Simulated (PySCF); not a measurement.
# Br5Pd ([PdBr5]3-): the cost of one run

Computed with PySCF 2.14.0 and routines of our own; the level stands in each step. Atoms count from 0.

### 1 The starting structure

6 atoms, charge -3, states of the metal's open shell are computed; geometry from: model geometry, bond lengths from ionic radii.

### 2 Ligand-field states: state-averaged CASSCF in water

What the job is given:

```
{"job": {"kind": "lf", "basis": {"metal": "x2c-TZVPall", "ligand": "x2c-SVPall"}, "nevpt": true, "solvent": "water"}, "charge": -3, "metal": "Pd", "open_shell": "d8"}
Pd     0.000000     0.000000     0.000000
Br     0.000000     0.000000     2.660000
Br     2.619589     0.000000    -0.461904
Br    -2.619589     0.000000    -0.461904
Br     0.000000     2.619589    -0.461904
Br    -0.000000    -2.619589    -0.461904
```

With the program's defaults for keys left out, this is: state-averaged CASSCF of the metal d shell, SC-NEVPT2 on the averaged canonical orbitals, state-interaction spin-orbit coupling.

Command:

```sh
OMP_NUM_THREADS=1 python lf_run.py task.json out
```

One launch serves the whole session: the jobs run in the order shown.

**Question.** How long does this first job take on 1 thread of Intel Xeon Platinum 8259CL at 2.50GHz, shared host, and how much memory does it need?

About 80 s, with a peak of 0.74 GiB.
